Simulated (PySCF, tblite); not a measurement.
**C₇H₁₃Al: geometry, infrared bands and NMR shifts**

What infrared bands and NMR shifts should C₇H₁₃Al (`C=[C](C)[Al]1[CH2]CC[CH2]1`) show?

The runs use tblite 0.8.0 and PySCF 2.14.0, with density-fitted response routines of our own; the level of theory stands in each step. All values are computed, except where a source is named. Atoms are numbered from 0 throughout.

## 1. The molecule as given

21 atoms, charge 0, multiplicity 1; geometry from: force field or distance geometry start.

Bonds of the start (Å): C0–C1 1.34, C1–C2 1.49, C1–Al3 1.92, Al3–C4 2.01, C4–C5 1.52, C5–C6 1.48, C6–C7 1.53, C7–Al3 2.00, C0–H8 1.10, C0–H9 1.10, C2–H10 1.12, C2–H11 1.10, C2–H12 1.12, C4–H13 1.09, C4–H14 1.12, C5–H15 1.09, C5–H16 1.14, C6–H17 1.10, C6–H18 1.10, C7–H19 1.10, C7–H20 1.10.

## 2. Relaxing the molecule with GFN2-xTB

What the job is given:

```
{"job": {"kind": "relax", "xc": "GFN2-xTB", "basis": "xTB"}, "charge": 0, "multiplicity": 1}
C     -2.671800    -0.031900     1.452200
C     -2.090100    -0.048800     0.244300
C     -2.895400    -0.102700    -1.002300
Al    -0.172200    -0.022500     0.116400
C      1.172200     1.428100     0.497700
C      2.325800     0.769100    -0.249400
C      2.400100    -0.666400     0.105900
C      1.181500    -1.366600    -0.495100
H     -1.993900     0.000800     2.314700
H     -3.764600    -0.042100     1.575600
H     -2.313700    -0.507300    -1.872500
H     -3.133000     0.946700    -1.239900
H     -3.830900    -0.698400    -0.854200
H      1.362700     1.567400     1.559400
H      0.882900     2.364200    -0.051300
H      2.247400     0.916400    -1.328400
H      3.313800     1.240200     0.061200
H      2.468900    -0.880500     1.182700
H      3.258500    -1.119300    -0.421600
H      1.249200    -1.401500    -1.593500
H      0.993600    -2.328000    -0.002500
```

On the command line:

```console
$ OMP_NUM_THREADS=1 python probes_run.py task.json out
```

One launch serves the whole session: the jobs run in the order shown.

**Question.** This job is followed by: GFN2-xTB harmonic vibrations, gas phase; GIAO PBE0/pcSseg-1 NMR shielding, non-relativistic, gas phase. Predict these results of the whole session: strongest single infrared mode (GFN2-xTB); zero-point energy (GFN2-xTB); ¹³C shifts against TMS (PBE0/pcSseg-1, means over atoms taken as alike); ¹H shifts against TMS (PBE0/pcSseg-1, means over atoms taken as alike); ²⁷Al shifts against AlH4- (PBE0/pcSseg-1); surface potential, 1st and 99th percentile.

The runs gave:

| quantity | value |
| --- | --- |
| strongest single infrared mode (GFN2-xTB) | 675 cm⁻¹, 128 km/mol |
| zero-point energy (GFN2-xTB) | 109.7 kcal/mol |
| ¹³C shifts against TMS (PBE0/pcSseg-1, means over atoms taken as alike) | 166.4, 144.1, 32.9, 29.4, 11.6 ppm |
| ¹H shifts against TMS (PBE0/pcSseg-1, means over atoms taken as alike) | 6.62, 6.12, 2.24, 1.72, 0.60 ppm |
| ²⁷Al shifts against AlH4- (PBE0/pcSseg-1) | 221.0 ppm |
| surface potential, 1st and 99th percentile | -0.51 V and 1.95 V |

What this shows: The optimisation took 175 steps and gained 0.634 eV; among the close pairs (by a distance rule), C1–Al3 changed most, from 1.922 to 1.985 Å. All 57 modes are real, so the xTB geometry is a minimum. The strongest single mode, at 675 cm⁻¹, is spread over many atoms; the largest shares are those of Al3, C7. GFN2-xTB is a fitted tight-binding method: band positions and strengths are rough. Its intensities can rank the bands wrongly. At PBE0/pcSseg-1: The widest tensor belongs to C1: span 269 ppm, with a paramagnetic part of -241 ppm. At PBE0/pcSseg-1, counted by nearest atom on the grid, the HOMO lies on C7 29 %; C4 21 %, the LUMO on Al3 45 %; C0 14 %.
